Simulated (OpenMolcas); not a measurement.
# Nb²⁺ among point charges: CASSCF levels and susceptibility

Aim: the splitting of the states of Nb²⁺ in the field of 8 point charges, its lowest levels with spin-orbit coupling and its magnetic susceptibility.

Method: state-averaged CASSCF, spin-orbit coupling by RASSI with atomic mean-field integrals. Code: OpenMolcas 26.06.

1 further run of the same task is left out (it didn't finish).

### 1 What is computed

```
Species                           : Nb²⁺ (niobium, Z = 41, 39 electrons)
Basis                             : ANO-RCC-VDZP [6s5p3d1f], 43 functions
Scalar Hamiltonian                : DKH2, point nucleus
Inactive shells                   : 1s 2s 2p 3s 3p 3d 4s 4p
Active space                      : 3 electrons in 5 orbitals (4d)
Some configurations of this space : 4d³
Orbitals                          : optimised for each spin and parity, averaged over all roots
```

The outer shells:

4d3
```
4d [↑ ][↑ ][↑ ][  ][  ]
```

The ion sits among 8 point charges of -1.2 e arranged as a cube (Oh), 1.91 Å from the ion. The active orbitals were held to one l.

Each step is its own input file, run in one work folder so that later steps find the files of earlier ones. Labels, J, g values, rates, χT and fits are worked out afterwards by a script from the matrices that RASSI stores. The input lists half of the charges; inversion (Group=XYZ) makes the rest.

### 2 GATEWAY and SEWARD: basis and integrals

File a.inp:

```
&GATEWAY
Coord
1

Nb 0.0 0.0 0.0
Basis=ANO-RCC-VDZP
Group=XYZ
NoMove
AngMom=0.0 0.0 0.0
AMFI
XField
4 Angstrom 0
1.102739 1.102739 1.102739 -1.200000
1.102739 1.102739 -1.102739 -1.200000
1.102739 -1.102739 1.102739 -1.200000
1.102739 -1.102739 -1.102739 -1.200000
&SEWARD
```

Command:

```
OMP_NUM_THREADS=1 MOLCAS_MEM=1689 MOLCAS_PROJECT=a pymolcas a.inp > a.log
```

### 3 CASSCF: quartets of even parity, 10 roots

File a.inp:

```
&RASSCF
FileOrb=start.orb
Symmetry=1
Spin=4
nActEl=3 0 0
Inactive=9 9
Ras2=5 0
CIRoot=10 10 1
SDav=10
CIMx=300
Iter=120 100
PrWF=0.3
OrbListing=Nothing
MaxOrb=0
SupSym
1
15 4 5 6 7 8 10 11 12 13 14 17 18 19 20 21
0
>>> COPY $Project.JobIph JOB001
```

start.orb holds the contracted functions of the basis, ordered by shell, or the orbitals of the step before.

### 4 CASSCF: doublets of even parity, 40 roots

File a.inp:

```
&RASSCF
FileOrb=start.orb
Symmetry=1
Spin=2
nActEl=3 0 0
Inactive=9 9
Ras2=5 0
CIRoot=40 40 1
SDav=40
CIMx=300
Iter=120 100
PrWF=0.3
OrbListing=Nothing
MaxOrb=0
SupSym
1
15 4 5 6 7 8 10 11 12 13 14 17 18 19 20 21
0
>>> COPY $Project.JobIph JOB002
```

### 5 State interaction with spin-orbit coupling

File a.inp:

```
&RASSI
NrOfJobIphs=2 10 40
1 2 3 4 5 6 7 8 9 10
1 2 3 4 5 6 7 8 9 10 11 12 13 14 15 16 17 18 19 20 21 22 23 24 25 26 27
28 29 30 31 32 33 34 35 36 37 38 39 40
IphNames
JOB001
JOB002
EJob
SpinOrbit
DIPRint=1.0
SOCoupling=1000.0
Subsets=2
Property=9
'ANGMOM' 1 'ANGMOM' 2 'ANGMOM' 3 'MLTPL  1' 1 'MLTPL  1' 2 'MLTPL  1' 3
'AMFI' 1 'AMFI' 2 'AMFI' 3
SOProperty=3
'ANGMOM' 1 'ANGMOM' 2 'ANGMOM' 3
```

Before running it: what results should come out? Wanted: spin-free ground state; first state of the same spin within the active space; lowest level; next level.

**Answer**, as computed:

```
                                            quantity                           value
                                              method                          CASSCF
                              spin-free ground state  2E, 2-fold in its orbital part
first state of the same spin within the active space               2T2 at 15100 cm⁻¹
                                        lowest level                       4-fold Γ8
                                          next level                     5848.8 cm⁻¹
                                         χT at 300 K                  0.40 cm³ K/mol
                           effective moment at 300 K                         1.80 μB
```

The spin-free ground state (2E) comes to 42 % from free-ion G terms and has less than the highest spin computed. χT at 300 K is 0.40, against 0.38 cm³ K/mol for the spin alone; near agreement at one temperature doesn't show that the orbital moment is quenched. A ligand-field fit to the states below 45000 cm-1 gives 10Dq = -19582 cm-1, B = 487 cm-1 and C = 2491 cm-1 (C/B = 5.11), with a deviation of 777 cm-1. An orbital doublet at a regular site is open to a Jahn-Teller distortion, which this geometry leaves out. The field of point charges can differ much from that of real complexes. This is an electrostatic model: the charges have no orbitals.
